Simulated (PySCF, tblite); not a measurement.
# CH₉Ge₂N: dynamics, then NMR shifts on frames

How do NMR shifts of CH₉Ge₂N (`[NH2][GeH2][CH2][GeH3]`) change as the atoms move?

The runs use tblite 0.8.0 and PySCF 2.14.0, with density-fitted response routines of our own; the level of theory stands in each step. All values are computed, except where a source is named. Atoms are numbered from 0 throughout.

## 1. Starting geometry

13 atoms, charge 0, multiplicity 1; geometry from: GFN2-xTB.

Bonds of the start (Å): N0–Ge1 1.81, Ge1–C2 1.97, C2–Ge3 1.96, N0–H4 1.01, N0–H5 1.01, Ge1–H6 1.53, Ge1–H7 1.50, C2–H8 1.09, C2–H9 1.09, Ge3–H10 1.49, Ge3–H11 1.50, Ge3–H12 1.49.

## 2. Dynamics with GFN2-xTB

Job settings and geometry (Å):

```
{"job": {"kind": "md", "xc": "GFN2-xTB", "basis": "xTB", "temperature": 400, "steps": 2000, "every": 50, "frames": 5}, "charge": 0, "multiplicity": 1}
N     -1.806793     0.831481    -0.498422
Ge    -1.148763    -0.825230    -0.178370
C      0.774042    -0.786023    -0.591842
Ge     1.711366     0.704224     0.271862
H     -1.566481     1.244650    -1.389018
H     -2.795847     0.967363    -0.344618
H     -1.826628    -1.931027    -0.982296
H     -1.451074    -1.082679     1.269603
H      0.908437    -0.720671    -1.672320
H      1.227773    -1.724997    -0.275000
H      1.638740     0.611986     1.759608
H      3.165156     0.681252    -0.108075
H      1.165682     2.030158    -0.140088
```

With the program's defaults for keys left out, this is: GFN2-xTB Langevin dynamics, gas phase.

Launch:

```sh
$ OMP_NUM_THREADS=1 python probes_run.py task.json out
```

One launch serves the whole session: the jobs run in the order shown.

Log:

```text
t/fs     T/K      E/eV
    0.0   333.4   -366.73494
   25.0   197.4   -366.33194
   50.0   262.1   -366.25724
   75.0   308.3   -366.17920
  100.0   302.3   -366.20623
  125.0   334.2   -366.09594
  150.0   458.9   -365.96242
  175.0   631.1   -366.12198
  200.0   462.4   -365.92302
  225.0   417.6   -365.95405
  250.0   525.1   -366.12872
  275.0   371.6   -365.98780
  300.0   401.0   -366.18790
  325.0   298.4   -366.04692
  350.0   328.7   -366.14109
  375.0   573.5   -366.32741
  400.0   374.4   -366.16077
  425.0   416.0   -366.14259
  450.0   407.4   -366.02945
  475.0   368.5   -366.14156
  500.0   335.4   -366.23625
  525.0   398.2   -366.21950
  550.0   423.0   -366.32478
  575.0   460.9   -366.28332
  600.0   323.9   -366.10615
  625.0   337.9   -365.97288
  650.0   581.2   -366.09897
  675.0   527.6   -365.97007
  700.0   670.6   -366.00411
  725.0   501.5   -365.77404
  750.0   560.4   -365.96688
  775.0   812.8   -366.23531
  800.0   443.3   -365.76998
  825.0   523.2   -366.03151
  850.0   410.6   -365.89829
  875.0   313.4   -365.92905
  900.0   541.2   -366.19643
  925.0   515.2   -365.84848
  950.0   543.5   -365.92030
  975.0   458.4   -366.09794
 1000.0   415.6   -365.98441
```

Run time: 9 s. Hardware: 1 thread of Intel Xeon Platinum 8488C, shared host.

Distance from the start (root mean square after alignment): 0 fs 0.00 Å, 200 fs 0.35 Å, 400 fs 1.33 Å, 600 fs 1.02 Å, 800 fs 1.13 Å, 1000 fs 1.01 Å.

Positions (Å) and forces (eV/Å) at 1000 fs:

```xyz
13

N    -2.574   -0.304    0.208    1.124   -0.386    0.275
Ge   -1.075   -0.954   -0.624    0.097   -0.940    0.299
C     0.620   -0.600    0.400   -0.336   -1.594    0.640
Ge    0.304    0.766    1.791   -0.202    0.035   -0.554
H    -2.723    0.598    0.611    0.382    0.470    0.173
H    -3.270   -0.419   -0.472   -1.450   -0.264   -0.863
H    -1.107   -0.736   -2.112    0.114    0.426   -0.300
H    -1.425   -2.518   -0.630    0.267    0.775    0.182
H     1.607   -0.621   -0.137   -1.176    0.199    0.432
H     0.584   -1.554    1.086    0.385    1.396   -1.088
H     1.249    0.267    2.753    0.716   -0.123    1.131
H     0.661    2.216    1.593   -0.207   -0.159   -0.209
H    -1.078    0.597    2.364    0.286    0.166   -0.117
```

## 3. Shielding tensors: 250 fs, PBE0/pcSseg-1

Job settings and geometry (Å):

```
{"job": {"kind": "nmr", "xc": "PBE0", "basis": "pcSseg-1", "pop": false}, "charge": 0, "multiplicity": 1}
N     -2.228300     0.827600    -0.200500
Ge    -1.366500    -0.798300    -0.271800
C      0.588400    -0.752300    -0.163400
Ge     1.430300     0.912400     0.610400
H     -2.315000     1.521100    -0.950700
H     -3.171100     0.597200    -0.002800
H     -1.693400    -1.573800    -1.656100
H     -2.173300    -1.509900     0.943200
H      1.020000    -0.821900    -1.087800
H      0.910100    -1.599000     0.427900
H      1.673000     0.736100     2.056800
H      2.490000     1.370300    -0.338100
H      0.449500     1.985400     0.631800
```

Method: GIAO PBE0/pcSseg-1 NMR shielding, non-relativistic, gas phase.

Log:

```text
coarse grid: 47384 points
cycle   1  E = -4251.0325237458  dE = -1.252e+00  |g| = 1.269e+00  |ddm| = 3.325e+00
cycle   2  E = -4250.9430468058  dE =  8.948e-02  |g| = 1.359e+00  |ddm| = 1.302e+00
cycle   3  E = -4251.1534725589  dE = -2.104e-01  |g| = 1.707e-01  |ddm| = 8.995e-01
cycle   4  E = -4251.1588965873  dE = -5.424e-03  |g| = 6.912e-02  |ddm| = 1.670e-01
cycle   5  E = -4251.1596896339  dE = -7.930e-04  |g| = 7.806e-03  |ddm| = 5.088e-02
cycle   6  E = -4251.1597012917  dE = -1.166e-05  |g| = 3.367e-03  |ddm| = 9.640e-03
cycle   7  E = -4251.1597041294  dE = -2.838e-06  |g| = 5.867e-04  |ddm| = 3.328e-03
final grid: 96624 points
cycle   8  E = -4251.1596733556  dE = -7.544e-09  |g| = 6.890e-04  |ddm| = 1.587e-03
cycle   9  E = -4251.1596732690  dE =  8.662e-08  |g| = 9.375e-04  |ddm| = 1.373e-03
cycle  10  E = -4251.1596734651  dE = -1.961e-07  |g| = 8.621e-05  |ddm| = 7.827e-04
cycle  11  E = -4251.1596734667  dE = -1.640e-09  |g| = 2.049e-05  |ddm| = 9.005e-05
cycle  12  E = -4251.1596734668  dE = -5.457e-11  |g| = 2.244e-06  |ddm| = 1.284e-05
converged SCF energy = -4251.1596734668

GIAO shielding tensors (ppm)
atom      isotropic    diamagn.    paramagn.     s11        s22        s33       span
  0 N      258.585     313.178     -54.593    228.442    258.439    288.875     60.432
  1 Ge    1384.853    2753.727   -1368.874   1231.104   1395.988   1527.466    296.362
  2 C      198.825     255.041     -56.216    186.473    198.664    211.338     24.865
  3 Ge    1597.589    2756.959   -1159.369   1519.654   1540.523   1732.592    212.938
  4 H       31.337      30.444       0.893     23.729     26.937     43.344     19.614
  5 H       32.687      30.074       2.613     23.060     29.068     45.932     22.872
  6 H       25.227      26.804      -1.577     18.534     21.155     35.993     17.459
  7 H       25.801      27.117      -1.316     19.590     21.980     35.832     16.242
  8 H       33.038      34.041      -1.003     25.351     31.587     42.176     16.825
  9 H       31.649      31.338       0.311     25.009     29.590     40.347     15.338
 10 H       28.174      29.582      -1.407     21.242     22.678     40.603     19.361
 11 H       28.036      29.360      -1.324     20.910     22.732     40.465     19.555
 12 H       28.469      31.174      -2.704     19.902     25.622     39.884     19.982
```

Run time: 27 s. Hardware: 1 thread of Intel Xeon Platinum 8488C, shared host; peak memory 0.72 GiB.

Shifts follow as δ = σ(reference) − σ, with reference shieldings (ppm) from runs at the same level and on the same kind of geometry: 1H TMS 31.72, 13C TMS 186.9, 15N NH3 267.7, 73Ge GeMe4 1331. The references are single molecules in the gas phase, so shifts against H2O, NH3, PH3, H3PO4 or CFCl3 are not on the usual liquid scales and can be off by tens of ppm. Each atom is listed at this fixed geometry, with no averaging over motion; a spectrum would average atoms that exchange fast.

| atoms | environment | σ (ppm) | δ (ppm) |
| --- | --- | --- | --- |
| C2 | sp3 CH2 bonded to 2 Ge | 198.8 | -11.9 |
| H6 | hydrogen on a germanium bonded to C, N | 25.23 | 6.49 |
| H7 | hydrogen on a germanium bonded to C, N | 25.80 | 5.92 |
| H11 | hydrogen on a germanium bonded to C | 28.04 | 3.68 |
| H10 | hydrogen on a germanium bonded to C | 28.17 | 3.54 |
| H12 | hydrogen on a germanium bonded to C | 28.47 | 3.25 |
| H4 | hydrogen on a nitrogen bonded to Ge | 31.34 | 0.38 |
| H9 | hydrogen on an sp3 CH2 bonded to 2 Ge | 31.65 | 0.07 |
| H5 | hydrogen on a nitrogen bonded to Ge | 32.69 | -0.97 |
| H8 | hydrogen on an sp3 CH2 bonded to 2 Ge | 33.04 | -1.32 |
| N0 | nitrogen bonded to Ge, 2 H | 258.6 | 9.1 |
| Ge1 | germanium bonded to C, N, 2 H | 1385 | -54 |
| Ge3 | germanium bonded to C, 3 H | 1598 | -267 |

## 4. NMR shieldings: 425 fs, PBE0/pcSseg-1

Job settings and geometry (Å):

```
{"job": {"kind": "nmr", "xc": "PBE0", "basis": "pcSseg-1", "pop": false}, "charge": 0, "multiplicity": 1}
N     -2.525200     0.500400     0.515400
Ge    -1.309700    -0.645600    -0.306400
C      0.268200    -0.873600     0.830900
Ge     1.122900     0.778200     0.866300
H     -2.282800     1.333500     0.986700
H     -3.330700     0.641000    -0.001700
H     -0.644900    -0.088900    -1.507200
H     -2.060200    -2.029300    -0.646100
H      0.907500    -1.625400     0.456600
H     -0.007000    -1.260600     1.821800
H      2.463800     0.503900     1.601700
H      1.741400     1.260600    -0.402900
H      0.535900     2.039900     1.554600
```

With the program's defaults for keys left out, this is: GIAO PBE0/pcSseg-1 NMR shielding, non-relativistic, gas phase.

Log:

```text
coarse grid: 47384 points
cycle   1  E = -4251.0331181125  dE = -1.136e+00  |g| = 1.273e+00  |ddm| = 3.363e+00
cycle   2  E = -4250.9476649651  dE =  8.545e-02  |g| = 1.358e+00  |ddm| = 1.302e+00
cycle   3  E = -4251.1549004918  dE = -2.072e-01  |g| = 1.631e-01  |ddm| = 8.964e-01
cycle   4  E = -4251.1597785548  dE = -4.878e-03  |g| = 6.642e-02  |ddm| = 1.621e-01
cycle   5  E = -4251.1605094544  dE = -7.309e-04  |g| = 7.278e-03  |ddm| = 4.757e-02
cycle   6  E = -4251.1605203604  dE = -1.091e-05  |g| = 2.811e-03  |ddm| = 9.535e-03
cycle   7  E = -4251.1605223005  dE = -1.940e-06  |g| = 6.567e-04  |ddm| = 2.873e-03
final grid: 96624 points
cycle   8  E = -4251.1604766721  dE =  4.321e-09  |g| = 8.171e-04  |ddm| = 1.965e-03
cycle   9  E = -4251.1604765431  dE =  1.290e-07  |g| = 1.138e-03  |ddm| = 1.627e-03
cycle  10  E = -4251.1604768228  dE = -2.797e-07  |g| = 7.693e-05  |ddm| = 9.205e-04
cycle  11  E = -4251.1604768241  dE = -1.355e-09  |g| = 1.955e-05  |ddm| = 8.313e-05
cycle  12  E = -4251.1604768242  dE = -5.366e-11  |g| = 2.314e-06  |ddm| = 1.402e-05
converged SCF energy = -4251.1604768242

GIAO shielding tensors (ppm)
atom      isotropic    diamagn.    paramagn.     s11        s22        s33       span
  0 N      278.230     317.310     -39.080    237.096    277.067    320.526     83.430
  1 Ge    1382.042    2756.841   -1374.799   1309.868   1344.868   1491.389    181.521
  2 C      199.627     256.967     -57.340    184.450    198.997    215.434     30.985
  3 Ge    1578.841    2755.190   -1176.349   1442.477   1551.107   1742.939    300.462
  4 H       32.406      33.442      -1.036     22.727     29.958     44.532     21.805
  5 H       33.610      31.501       2.109     23.843     28.119     48.867     25.025
  6 H       26.996      30.847      -3.851     20.189     22.605     38.194     18.005
  7 H       25.505      26.988      -1.484     19.391     20.676     36.446     17.055
  8 H       32.632      32.902      -0.270     26.038     29.120     42.737     16.699
  9 H       31.158      30.381       0.777     25.445     27.756     40.274     14.830
 10 H       27.343      28.113      -0.770     20.258     22.320     39.451     19.194
 11 H       28.106      29.665      -1.559     21.397     22.793     40.129     18.732
 12 H       27.432      28.600      -1.168     20.713     23.276     38.308     17.595
```

Wall time 26 s (1 thread of Intel Xeon Platinum 8488C, shared host); peak memory 0.72 GiB.

Key values: δ C2 -12.7, N0 -10.5, Ge1 -51, Ge3 -248, H7 6.21, H6 4.72 ppm.

[end of part 1 of 2]
